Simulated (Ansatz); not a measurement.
# quartet InSiH3OF: levels of theory compared

We compute a comparison of 6 runs (UHF/3-21G, UHF/def2-SVP, UPBE/def2-SVP, UPBE0/def2-SVP, UMP2/def2-SVP, UCCSD/def2-SVP) of quartet InSiH3OF. 

The calculation is run with Ansatz 0.2.0.

99 further runs of the same task are left out: 99 set aside as unsound or not needed. Runs told in other sessions of the task aren't counted.

**1. The system as given**

InSiH3OF: 7 atoms, total charge 0, spin state quartet. SMILES of the parent species: `[F][In][O][SiH3]`. The shape is that of a PBE0-D4/def2-TZVP optimisation. This is one conformer, not always the lowest. That shape belongs to the parent species and isn't relaxed for this state.

Bond lengths: F1–In2 1.963 Å, In2–O3 1.987 Å, O3–Si4 1.637 Å, Si4–H5 1.488 Å, Si4–H6 1.490 Å, Si4–H7 1.490 Å. Angles: F1–In2–O3 115.7°, In2–O3–Si4 134.9°, O3–Si4–H5 108.3°, O3–Si4–H6 111.6°, O3–Si4–H7 111.5°, H5–Si4–H6 108.7°, H5–Si4–H7 108.7°, H6–Si4–H7 107.9°.

**2. The energy at UHF/3-21G (run 1)**

File input.yaml:

```yaml
crystal:
  periodic: [false, false, false]
  atoms:
    - {symbol: F, position_ang: [-0.133500, -2.447500, 1.820600]}
    - {symbol: In, position_ang: [-0.761200, -2.248400, -0.028200]}
    - {symbol: O, position_ang: [-0.475400, -0.461700, -0.849100]}
    - {symbol: Si, position_ang: [0.186800, 0.948700, -0.346200]}
    - {symbol: H, position_ang: [0.075900, 1.937000, -1.452700]}
    - {symbol: H, position_ang: [-0.518200, 1.488800, 0.850500]}
    - {symbol: H, position_ang: [1.625500, 0.783000, 0.005100]}
basis:
  gaussian:
    orbitals: 3-21G-spherical.json
magnetization:
  spin_polarized: true
  initial_magnetization: 3
hamiltonian:
  xc: hf
accuracy: high
output: {orbitals: {seedname: orbitals}}
```

The basis set 3-21G is read from a file made from the Basis Set Exchange's data (not shown).

Launch:

```
$ ansatz run input.yaml --threads 1 --pin off --max-ram 3480MiB --events-out events.jsonl --progress --plain --runs-dir runs
```

The log of the run:

```text
Warning: RAYON_NUM_THREADS=1 ignored (pool sized by the plan → 1); use --threads N
Functional definition: HF
  name "HF"
  exchange = exact_x
  correlation = 0
1415 factors; integrals over basis functions are off by at most 1.4e-8 eV
mean field evaluation 1: about -168082.0218 eV, gradient 3.0e1 eV
mean field evaluation 2: about -168082.0648 eV, gradient 3.0e1 eV
mean field evaluation 4: about -168087.6126 eV, gradient 5.2e0 eV
mean field evaluation 8: about -168088.6379 eV, gradient 4.4e-1 eV
mean field evaluation 16: about -168088.6407 eV, gradient 7.0e-8 eV
mean field evaluation 32: about -168088.3703 eV, gradient 4.0e-1 eV
mean field evaluation 64: about -168088.4399 eV, gradient 7.9e-1 eV
mean field evaluation 96: about -168086.2963 eV, gradient 1.7e1 eV
mean field evaluation 128: about -168087.7433 eV, gradient 1.1e0 eV
mean field -168088.64067157 eV, -6177.1436101076 hartree, gradient 7.0e-8 eV, S^2 3.758385; 4 other end points of the search recorded, 0 dependent functions left out
reference -168088.64067157 eV, -6177.1436101076 hartree; 43, 40 occupied and 25, 28 virtual orbitals, 1415 factors
Total energy: -168088.64067157 eV, -6177.1436101076 hartree
```

Wall time 7.2 s (1 thread of Intel Xeon 6975P-C (Granite Rapids), shared host); peak memory 0.3 GiB.

**3. The energy at UHF/def2-SVP (core potential) (run 2)**

File run.yaml:

```yaml
crystal:
  periodic: [false, false, false]
  atoms:
    - {symbol: F, position_ang: [-0.133500, -2.447500, 1.820600]}
    - {symbol: In, position_ang: [-0.761200, -2.248400, -0.028200]}
    - {symbol: O, position_ang: [-0.475400, -0.461700, -0.849100]}
    - {symbol: Si, position_ang: [0.186800, 0.948700, -0.346200]}
    - {symbol: H, position_ang: [0.075900, 1.937000, -1.452700]}
    - {symbol: H, position_ang: [-0.518200, 1.488800, 0.850500]}
    - {symbol: H, position_ang: [1.625500, 0.783000, 0.005100]}
basis:
  gaussian:
    orbitals: def2-SVP
hamiltonian:
  xc: hf
output: {orbitals: {seedname: orbitals}}
magnetization:
  spin_polarized: true
  initial_magnetization: 3
accuracy: high
```

Launch:

```
$ ansatz run run.yaml --threads 1 --pin off --max-ram 3480MiB --events-out events.jsonl --progress --plain --runs-dir runs
```

The log of the run, cut to the lines that bear on the results:

```text
Warning: RAYON_NUM_THREADS=1 ignored (pool sized by the plan → 1); use --threads N
[... 2 set-up lines as earlier in the session ...]
[...]
1966 factors; integrals over basis functions are off by at most 6.7e-9 eV
[...]
mean field -17792.13040566 eV, -653.8487324689 hartree, gradient 2.9e-8 eV, S^2 3.762174; 4 other end points of the search recorded, 0 dependent functions left out
reference -17792.13040566 eV, -653.8487324689 hartree; 29, 26 occupied and 58, 61 virtual orbitals, 1966 factors
Total energy: -17792.13040566 eV, -653.8487324689 hartree
```

Run time: 9.9 s. Hardware: 1 thread of Intel Xeon 6975P-C (Granite Rapids), shared host; peak memory 0.4 GiB.

Run 3 isn't shown in full; the table further down has it.

**4. The energy at UPBE0/def2-SVP (core potential) (run 4)**

File in.yaml:

```yaml
basis:
  gaussian: {orbitals: def2-SVP}
crystal:
  periodic: [false, false, false]
  atoms:
    - {symbol: F, position_ang: [-0.133500, -2.447500, 1.820600]}
    - {symbol: In, position_ang: [-0.761200, -2.248400, -0.028200]}
    - {symbol: O, position_ang: [-0.475400, -0.461700, -0.849100]}
    - {symbol: Si, position_ang: [0.186800, 0.948700, -0.346200]}
    - {symbol: H, position_ang: [0.075900, 1.937000, -1.452700]}
    - {symbol: H, position_ang: [-0.518200, 1.488800, 0.850500]}
    - {symbol: H, position_ang: [1.625500, 0.783000, 0.005100]}
accuracy: high
magnetization: {spin_polarized: true, initial_magnetization: 3}
hamiltonian: {xc: {name: PBE0}}
output: {orbitals: {seedname: orbitals}}
```

Launch:

```
$ ansatz run in.yaml --threads 1 --pin off --max-ram 3480MiB --events-out events.jsonl --progress --plain --runs-dir runs
```

The log of the run:

```text
Warning: RAYON_NUM_THREADS=1 ignored (pool sized by the plan → 1); use --threads N
Functional definition: PBE0
  name "PBE0"
  parameter a = 0.25
  parameter kappa = 0.804
  parameter beta = 0.06672455060314922
  exchange = (1 - a)*pbe_x(kappa = kappa, mu = beta*pi^2/3) + a*exact_x
  correlation = pbe_c(beta = beta)
1966 factors; integrals over basis functions are off by at most 6.7e-9 eV
mean field evaluation 1: about -17836.5889 eV, gradient 4.3e1 eV
mean field evaluation 2: about -17799.0504 eV, gradient 1.0e2 eV
mean field evaluation 4: about -17836.3489 eV, gradient 4.1e1 eV
mean field evaluation 8: about -17845.1168 eV, gradient 9.8e-1 eV
mean field evaluation 16: about -17845.2431 eV, gradient 1.6e-2 eV
mean field evaluation 32: about -17845.2431 eV, gradient 1.3e-5 eV
mean field evaluation 64: about -17845.2266 eV, gradient 1.3e0 eV
mean field -17845.24309596 eV, -655.8005878363 hartree, gradient 5.6e-8 eV, S^2 3.759529; 7 other end points of the search recorded, 0 dependent functions left out
reference -17845.24309911 eV, -655.8005879521 hartree; 29, 26 occupied and 58, 61 virtual orbitals, 1966 factors
Total energy: -17845.24309911 eV, -655.8005879521 hartree
```

It took 27 s on 1 thread of Intel Xeon 6975P-C (Granite Rapids), shared host; peak memory 0.51 GiB.

Run 5 isn't shown in full; the table further down has it.

**5. A single-point energy at UCCSD/def2-SVP (core potential) (run 6)**

Edit in.yaml of step 4 so:

```diff
@@ -1,3 +1 @@
-basis:
-  gaussian: {orbitals: def2-SVP}
 crystal:
@@ -12,5 +10,14 @@
     - {symbol: H, position_ang: [1.625500, 0.783000, 0.005100]}
+basis:
+  gaussian:
+    orbitals: def2-SVP
+total_charge: 0
+magnetization:
+  spin_polarized: true
+  initial_magnetization: 3
+correlation:
+  method: ccsd
+  frozen_orbitals: {F: 1, H: 0, In: 4, O: 1, Si: 5}
 accuracy: high
-magnetization: {spin_polarized: true, initial_magnetization: 3}
-hamiltonian: {xc: {name: PBE0}}
-output: {orbitals: {seedname: orbitals}}
+scf:
+  omitted_lower_state_checks: [cluster_reference, increment]
```

Launch:

```
$ ansatz run in.yaml --threads 1 --pin off --max-ram 3480MiB --events-out events.jsonl --progress --plain --runs-dir runs
```

The log of the run:

```text
Warning: RAYON_NUM_THREADS=1 ignored (pool sized by the plan → 1); use --threads N
[... 16 lines left out ...]
11 core orbitals not correlated: weight in the atoms' cores, before any rotation towards them, 1.000 or more for the frozen orbitals, at most 0.000 for the correlated occupied ones
[... 41 lines left out ...]
Total energy: -17806.49167670 eV, -654.3764994453 hartree
Checks for a lower state left out: cluster_reference, increment
```

Wall time 66 s (1 thread of Intel Xeon 6975P-C (Granite Rapids), shared host); peak memory 0.99 GiB.

**6. The series**

```
run                            level  core potential  frozen core orbitals   energy (Eh)  HOMO energy (eV)   ⟨S²⟩  wall time
  1                        UHF/3-21G            none                     –  -6177.143610             -5.01  3.758      7.2 s
  2    UHF/def2-SVP (core potential)        def2-SVP                     –   -653.848732             -5.49  3.762      9.9 s
  3   UPBE/def2-SVP (core potential)        def2-SVP                     –   -655.786432             -2.32  3.754       17 s
  4  UPBE0/def2-SVP (core potential)        def2-SVP                     –   -655.800588             -3.12  3.760       27 s
  5   UMP2/def2-SVP (core potential)        def2-SVP                    11   -654.333148                 –  3.762       13 s
  6  UCCSD/def2-SVP (core potential)        def2-SVP                    11   -654.376499                 –  3.762       66 s
```

**7. What came out**

```
                                           quantity          value
                                run 6: total energy  -654.37650 Eh
run 6: correlation energy (11 core orbitals frozen)     -527.8 mEh
           run 6: ⟨S²⟩ of the reference determinant          3.762
                               run 6: T1 diagnostic          0.025
```

**Reading.** Below the UHF energy at the same shape and in the same basis (def2-SVP): UMP2 -484.4 mEh; UCCSD -527.8 mEh. Totals of different functionals can't be ranked against each other. Some runs of one species differ in core potentials or relativity; totals across that change don't compare. In run 1 relativity is left out where basis or elements ask for it. All runs together took 2.3 min, the longest 66 s.
